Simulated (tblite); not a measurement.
# C5H13FSi2: the cost of one run

Computed with tblite 0.8.0 and PySCF 2.14.0, with density-fitted response routines of our own, on a single molecule in the gas phase. Atoms are numbered from 0 throughout.

## (1) The starting structure

21 atoms, charge 0, multiplicity 1; geometry from: force field or distance geometry start.

Bonds of the start (Å): C0–C1 1.34, C1–C2 1.50, C1–Si3 1.88, Si3–C4 1.90, C4–F5 1.37, C4–C6 1.53, C6–Si7 1.86, C0–H8 1.08, C0–H9 1.09, C2–H10 1.10, C2–H11 1.11, C2–H12 1.09, Si3–H13 1.49, Si3–H14 1.49, C4–H15 1.10, C6–H16 1.10, C6–H17 1.10, Si7–H18 1.48, Si7–H19 1.49, Si7–H20 1.48.

## (2) Optimising the geometry with GFN2-xTB

What the job is given:

```
{"job": {"kind": "relax", "xc": "GFN2-xTB", "basis": "xTB"}, "charge": 0, "multiplicity": 1}
C     -1.347200     0.648400    -2.140600
C     -1.393500     0.816200    -0.814700
C     -2.609700     0.506500     0.011100
Si     0.090000     1.436400     0.161600
C      0.743300     0.123800     1.368100
F     -0.203400    -0.022100     2.343900
C      1.027200    -1.274700     0.811600
Si     2.551900    -1.478600    -0.237500
H     -0.467300     0.868600    -2.733100
H     -2.229600     0.294200    -2.681900
H     -2.963600     1.397500     0.547500
H     -3.452900     0.175900    -0.624700
H     -2.431100    -0.288200     0.741300
H      1.168900     1.799100    -0.792500
H     -0.295700     2.676100     0.898600
H      1.633800     0.528100     1.867000
H      1.134500    -1.948100     1.678600
H      0.150000    -1.656700     0.269800
H      2.400000    -0.702900    -1.490900
H      2.755700    -2.911600    -0.574500
H      3.730000    -0.971100     0.494500
```

Started as:

```console
> OMP_NUM_THREADS=1 python probes_run.py task.json out
```

The driver reads the jobs from task.json and runs them one after another.

**Question.** How long does this first job take on 1 thread of Arm Neoverse N1, shared host, and how much memory does it need?

About 1.6 s, with a peak of 0.18 GiB.
